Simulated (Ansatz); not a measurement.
# LaZn: the cost of one run

Method: DFT LDA, scalar-relativistic, in Ansatz 0.2.0.

### Step 1. Starting point

It takes space group Pm-3m (No. 221, cubic). Conventional cell: a = 3.750 Å, b = 3.750 Å, c = 3.750 Å, α = 90.00°, β = 90.00°, γ = 90.00°. La (site symmetry m-3m) has 8 Zn at 3.25 Å as nearest neighbours. Around Zn (site symmetry m-3m) lie 8 La at 3.25 Å.

Coordinates:

```cif
data_structure
_symmetry_space_group_name_H-M 'P 1'
_symmetry_Int_Tables_number 1
_cell_length_a 3.7500
_cell_length_b 3.7500
_cell_length_c 3.7500
_cell_angle_alpha 90.000
_cell_angle_beta 90.000
_cell_angle_gamma 90.000
_cell_volume 52.73
loop_
_atom_site_label
_atom_site_type_symbol
_atom_site_fract_x
_atom_site_fract_y
_atom_site_fract_z
_atom_site_occupancy
La1 La 0.50000 0.50000 0.50000 1
Zn1 Zn 0.00000 0.00000 0.00000 1
```

Atoms are numbered in the order of the input: La1, Zn2.

### Step 2. After the deformation

Space group Pm-3m before, R-3m after.

### Step 3. All-electron LAPW

Contents of input.yaml:

```yaml
crystal:
  lattice:
    - [3.75, -0.01875, -0.01875]
    - [-0.01875, 3.75, -0.01875]
    - [-0.01875, -0.01875, 3.75]
  atoms:
    - { symbol: La, position: [0.5, 0.5, 0.5] }
    - { symbol: Zn, position: [0.0, 0.0, 0.0] }
kpoints:
  mp_grid: { grid: [9, 9, 9] }
  band_path:
    path:
      - [0.0, 0.0, 0.0]
      - [0.5, 0.0, 0.0]
      - [0.5, -0.5, 0.5]
      - [0.4901240068, -0.5098759932, 0.4901240068]
      - [0.4901240068, 0.4901240068, 0.4901240068]
      - [0.0, 0.0, 0.0]
      - [0.5, -0.5, 0.0]
    npoints: 5
scf:
  occupations: { method: fermi_dirac, width: 0.05 }
hamiltonian:
  xc: lda
  pseudopotentials: { kind: all_electron, lapw: { basis_error: 0.001 } }
output:
  forces: true
  stress: true
  eigenvalues: true
```

On the command line:

```sh
$ ansatz run input.yaml --threads 1 --pin off --max-ram 3072MiB --backend cpu --events-out ev --progress --plain --runs-dir out
```

**Question.** How long does this run take on 1 thread of Intel Xeon 6975P-C (Granite Rapids), shared host, and how much memory does it need?

About 11 s, with a peak of 0.42 GiB.
